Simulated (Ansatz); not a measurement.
# Au in Ansatz: reference runs

Aim: a first look at Au with PBE, on the cell as given.

Program: Ansatz 0.2.0. These are calculated values, not measurements. Logs are shortened: lines on timing, memory, paths and dates and some standing lists are left out, and cuts for length are marked.

## 1. Starting point

The cell holds a sheet with vacuum, 1 atom: a = 2.662 Å, b = 2.662 Å, c = 23.800 Å, α = 90.00°, β = 90.00°, γ = 90.00°.

The cell was built by a generator and needn't be a form met in nature.

## 2. Single point, PBE

input.yaml reads:

```yaml
crystal:
  lattice:
    - [2.66227, 0.0, 0.0]
    - [0.0, 2.6617, 0.0]
    - [0.0, 0.0, 23.8]
  atoms:
    - { symbol: Au, position: [0.0, 0.5, 0.29412] }
kpoints:
  mp_grid: { grid: [10, 10, 1] }
scf:
  occupations: { method: fermi_dirac, width: 0.05 }
hamiltonian:
  xc: pbe
  pseudopotentials: { kind: all_electron, lapw: { basis_error: 0.001 } }
output:
  forces: true
  stress: true
  eigenvalues: true
  populations: true
```

Potentials or basis: all-electron LAPW, scalar-relativistic.

Launch:

```sh
ansatz run input.yaml --threads 2 --pin off --max-ram 8192MiB --backend cpu --events-out ev --progress --plain --runs-dir out
```

Log:

```text
Warning: RAYON_NUM_THREADS=2 ignored (pool sized by the plan → 2); use --threads N
Au: projections on atomic orbitals take those of the free atom 1s2 2s2 2p6 3s2 3p6 3d10 4s2 4p6 4d10 4f14 5s2 5p6 5d10 6s1, of charge +0.00 (hamiltonian.pseudopotentials.projection_atoms)
LAPW: plane waves up to 8.856 Å⁻¹, error target 1.0e-3 eV per atom; small_component_spin mean_spin; Au in spheres of 1.331 Å, 43 of its electrons in bands, Dirac shells [] (how accurate: hamiltonian.pseudopotentials.lapw.basis_error, Limitations)
Engine: ansatz 0.2.0, aarch64-unknown-linux-gnu
Pseudopotentials: kind: all_electron
Pseudopotential: Au, LAPW, valence charge 43, lapw/all_electron/scalar/gaussian/Au, Koelling and Harmon's equation, gaussian nucleus
Functional definition: PBE
  parameter kappa = 0.804
  parameter beta = 0.06672455060314922
  exchange = pbe_x(kappa = kappa, mu = beta*pi^2/3)
  correlation = pbe_c(beta = beta)
Crystal: 1 atoms, lattice volume = 168.651 Å³
Basis set: ecut = 298.78120665701175 eV, 2023 PW (Γ), exchange–correlation at level 2
Bands: 26, of which v1, the nominal top of the filled ones, is band 22 counted from 1 (21 counted from 0)
Symmetry: 8 space group operations
Space group: Pmmm (ITA 47), of the structure as read, at distance tolerance 5.5e-5 Å
k-points: 36 of 100
Non-local potential: Au, projectors of the file, none
Initial density: superposition of atomic densities (neutral atoms: chi_scale 0, normalization atom)
Initial wavefunctions: plane waves of lowest kinetic energy (no species holds an atomic orbital)
Functional: x = pbe(κ = 0.804, μ = 0.2195149727645171), c = pbe(β = 0.06672455060314922)
iter 1 solved again at ethr=3.12e-4 eV; its pass at ethr=1.00e-1 eV (dr2=1.34e-1 eV) is discarded
SCF iter   1: F=—  HF=-517224.503538 eV  |F-HF|=—  |Δ(HF+E_count)|=         —  Δρ=8.42e-3  dr2=1.34e-1  ethr=3.12e-4  ⟨swp⟩=3.1  Hψ=5785  notcnv=0
preconditioner: auto → LDOS  [insulator: Δε(μ)=0.255 eV  Ē_g=9.204 eV  σ=0.050 eV  W_gap=0.72  n_scr=16 (ndim 8)  ℏωp=9.5 eV  f_vac=0.842  D(μ)=0.65/eV (n_scr^D=6)  ε∞_Penn≈2.1  β→1.0]
SCF iter   2: F=—  HF=-517224.440226 eV  |F-HF|=—  |Δ(HF+E_count)|=   6.33e-2  Δρ=3.08e-3  dr2=1.85e-2  ethr=3.12e-4  ⟨swp⟩=3.4  Hψ=3207  notcnv=0  defer=2
SCF iter   3: F=—  HF=-517224.302477 eV  |F-HF|=—  |Δ(HF+E_count)|=   1.38e-1  Δρ=1.58e-3  dr2=3.60e-3  ethr=4.29e-5  ⟨swp⟩=3.2  Hψ=3096  notcnv=0
iter 4 solved again at ethr=7.40e-7 eV; its pass at ethr=8.36e-6 eV (dr2=3.18e-4 eV) is discarded
SCF iter   4: F=—  HF=-517224.297340 eV  |F-HF|=—  |Δ(HF+E_count)|=         —  Δρ=5.02e-4  dr2=3.16e-4  ethr=7.40e-7  ⟨swp⟩=2.0  Hψ=4616  notcnv=0
the basis was enlarged: its passes take 288.7 KiB over the memory plan, 2 of 2 planned eigensolver slots
SCF iter   5: F=—  HF=-517224.297377 eV  |F-HF|=—  |Δ(HF+E_count)|=   3.66e-5  Δρ=1.26e-4  dr2=1.98e-5  ethr=7.35e-7  ⟨swp⟩=2.7  Hψ=2754  notcnv=0
SCF iter   6: F=—  HF=-517224.297412 eV  |F-HF|=—  |Δ(HF+E_count)|=   3.53e-5  Δρ=1.89e-5  dr2=4.84e-7  ethr=4.59e-8  ⟨swp⟩=3.0  Hψ=2833  notcnv=0
SCF iter   7: F=-517224.297413 eV  HF=-517224.297413 eV  |F-HF|=2.16e-8  |Δ(HF+E_count)|=   1.11e-6  Δρ=3.00e-6  dr2=6.49e-9  ethr=1.12e-9  ⟨swp⟩=3.0  Hψ=2809  notcnv=0
SCF 1 converged in 7 iterations: F = -517224.297413 eV  dr2 = 6.49e-9
SCF converged after 7 iterations
Free energy (F): -517224.297413 eV
Harris-Foulkes:  -517224.297413 eV  (|F-HF|=2.16e-8)
Internal energy: -517224.292334 eV  (E = F + TS)
E sigma→0 (E₀):  -517224.294874 eV
Entropy (-TS):   -0.005080 eV (-5.080 meV/atom)
Fermi energy:    -2.702544 eV
--- Per-component energies (eV) ---
  E_band       = -4983.497702
  E_kinetic    = 589519.509661
  E_xc         = -9913.850421
  E_electrostatic = -1096829.951573  (all electrons and nuclei)
  E_smearing   = -0.005080  (= −TS)
  E_closure    = 0.000000  (closes the sum)
  E_atoms      = -517221.663280  (free atoms, spherical and without spin; not in F)
  Σ components = -517224.297413   (vs F -517224.297413, Δ=0.00e0)
  Basis errors (estimates in eV, not in F): energy 4.9e-4 per atom: plane waves 4.6e-4 (2.8e-4 summed), levels above the bands 8.6e-61, relativity 8.6e-8, radial functions 3.5e-5, core shells 1.8e-7; eigenvalues (radial functions only) 1.3e-6; not estimated: angular momenta, meshes, grids; target (lapw.basis_error) 1.0e-3; muffin-tin radii Au 1.331 Å
--- Forces (eV/Å), atoms counted from 1 ---
  atom   1  Au     0.00000000     0.00000000     0.00000000
  max |Σ_I F_I| component: 4.93e-32 eV/Å
--- Stress (GPa, compression-positive) ---
        0.031071       0.000000       0.000000
        0.000000       0.039140       0.000000
        0.000000       0.000000       0.000051
  P = ⅓ Tr σ = 0.0234 GPa (0.234 kbar)
--- Band table (eV; the first three rows and the last of 36) ---
  k-point 0: bands = ["-324.2034", "-324.1491", "-324.1208", "-324.1207", "-324.1170", "-106.8561", "-79.9399", "-79.9398", "-79.8992", "-79.8606", "-79.8548", "-79.8548", "-79.8527", "-58.2729", "-58.2728", "-58.0956", "-9.1278", "-8.1277", "-5.3501", "-4.0221", "-4.0206", "-3.3647", "-0.8455", "2.7623", "3.1782", "3.2390"]
  k-point 1: bands = ["-324.2034", "-324.1491", "-324.1208", "-324.1207", "-324.1170", "-106.8548", "-79.9400", "-79.9398", "-79.8992", "-79.8606", "-79.8549", "-79.8547", "-79.8526", "-58.3011", "-58.2707", "-58.0931", "-8.8571", "-7.9242", "-5.2746", "-4.4060", "-4.0000", "-3.5448", "-0.4095", "2.9668", "3.4001", "3.4481"]
  k-point 2: bands = ["-324.2034", "-324.1491", "-324.1208", "-324.1207", "-324.1170", "-106.8513", "-79.9405", "-79.9396", "-79.8990", "-79.8606", "-79.8550", "-79.8547", "-79.8525", "-58.3749", "-58.2648", "-58.0864", "-8.3891", "-7.0309", "-5.1720", "-5.0612", "-3.9884", "-3.9418", "0.5761", "3.5801", "4.0566", "4.0762"]
  k-point 35: bands = ["-324.2034", "-324.1491", "-324.1208", "-324.1207", "-324.1170", "-106.8284", "-79.9409", "-79.9409", "-79.8981", "-79.8609", "-79.8553", "-79.8552", "-79.8519", "-58.5360", "-58.5354", "-58.0429", "-7.9474", "-5.9588", "-5.9569", "-4.1540", "-2.0583", "3.9856", "3.9864", "6.6737", "9.3063", "9.9285"]
--- Löwdin populations: 1 site ---
  site symbol       q [e]
     0     Au     78.9352
  spilling = 0.000821 (of n_electrons = 79.000000)
```

It took 12 s on 2 threads of Arm Neoverse V2, shared host; peak memory 0.65 GiB.

Results:

```
Free energy            : -517224.2974 eV
Band gap on the k mesh : none (metal or under the smearing width)
```

Levels at points of the mesh, in eV from the Fermi level:
```
             k point  band 19  band 20  band 21  band 22  band 23  band 24
  (0.00, 0.00, 0.00)    -2.65    -1.32    -1.32    -0.66     1.86     5.46
 (0.00, -0.50, 0.00)    -2.30    -1.84    -1.08     1.77     3.96     6.80
 (-0.50, 0.00, 0.00)    -2.30    -1.84    -1.08     1.77     3.95     6.80
(-0.50, -0.50, 0.00)    -3.25    -1.45     0.64     6.69     6.69     9.38
```
